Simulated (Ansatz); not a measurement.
# ZnHCl: vertical ionisation energy

One table from this session's results is given with a row withheld; the runs are named, their logs left out.

Program: Ansatz 0.2.0, Gaussian basis. Level of theory: unrestricted cation, the program's frozen cores in correlated methods. These are calculated values, not measurements.

Levels to be run: UKS PBE-D4/def2-TZVPP; UKS r2SCAN-D4/def2-TZVPP; UKS PBE0-D4/def2-TZVPP; UKS B3LYP-D4/def2-TZVPP; UKS wB97X-V/def2-TZVPP; UKS wB97M-V/def2-TZVPP; UKS B2PLYP/def2-TZVPP; UHF-CCSD(T)/def2-TZVPP; UHF-MP2/def2-QZVPP; extrapolation to the limit; then −ε(HOMO) from the neutral's earlier runs with LDA (SPW92), PBE-D4, revPBE-D4, BLYP-D4, r2SCAN-D4, B97M-V, PBE0-D4, B3LYP-D4, r2SCANh-D4, r2SCAN0-D4, HSE06-D4, BHLYP-D4, CAM-B3LYP-D4, LC-ωPBE, ωB97X-V, ωB97M-V.

## The relaxed structure

An earlier PBE0-D4 in a triple-zeta def2 set relaxation fixed the geometry.

3 atoms, charge 0, spin multiplicity 1.

Atoms are counted from 1 here; the program's logs count them from 0.

Bond lengths: Cl1–Zn2 2.102 Å, Zn2–H3 1.520 Å. Angles: Cl1–Zn2–H3 180.0°.

The first run:

Input file in.yaml:

```yaml
crystal:
  periodic: [false, false, false]
  atoms:
    - {symbol: Cl, position_ang: [1.621635, -0.593275, 0.815704]}
    - {symbol: Zn, position_ang: [-0.168938, 0.036270, -0.087841]}
    - {symbol: H, position_ang: [-1.463598, 0.492305, -0.741063]}
basis:
  gaussian: {orbitals: def2-TZVPP}
total_charge: 1
magnetization: {spin_polarized: true, initial_magnetization: 1}
hamiltonian: {xc: pbe, dispersion: d4}
```

Steps of the session up to this table: Cation, UKS PBE-D4/def2-TZVPP; Cation, UKS r2SCAN-D4/def2-TZVPP; Cation, UKS PBE0-D4/def2-TZVPP; Cation, UKS B3LYP-D4/def2-TZVPP; Cation, UKS wB97X-V/def2-TZVPP; Cation, UKS wB97M-V/def2-TZVPP; Cation, UKS B2PLYP (frozen core)/def2-TZVPP; Cation, UHF-CCSD(T)/def2-TZVPP; Cation, UHF-MP2/def2-QZVPP.

One of the session's tables, all rows but one given; the rest of the session is left out.

Orbital estimates, from the neutral's runs:

| functional | −ε(HOMO) (eV) |
| --- | --- |
| LDA (SPW92) | 7.68 |
| PBE-D4 | 7.52 |
| revPBE-D4 | 7.46 |
| BLYP-D4 | 7.35 |
| r2SCAN-D4 | 7.85 |
| B97M-V | 7.92 |
| PBE0-D4 | 8.89 |
| B3LYP-D4 | ? |
| r2SCANh-D4 | 8.36 |
| r2SCAN0-D4 | 9.12 |
| HSE06-D4 | 8.48 |
| BHLYP-D4 | 10.11 |
| CAM-B3LYP-D4 | 10.27 |
| LC-ωPBE | 11.74 |
| ωB97X-V | 11.34 |
| ωB97M-V | 11.18 |

**Question.** Estimate the row for B3LYP-D4.

Worked estimate for «−ε(HOMO) (eV)». Against the share of exact exchange, BLYP-D4 (0, 7.35), BHLYP-D4 (0.5, 10.11) give a slope of 5.52 per unit share; at 0.2 the line stands at 8.45.

The run gave: −ε(HOMO) (eV): 8.61. In «−ε(HOMO) (eV)» the line misses by -0.16.

Caveats from the session: The cation may have settled in a state other than its lowest; no search over hole states beyond the program's own was made.
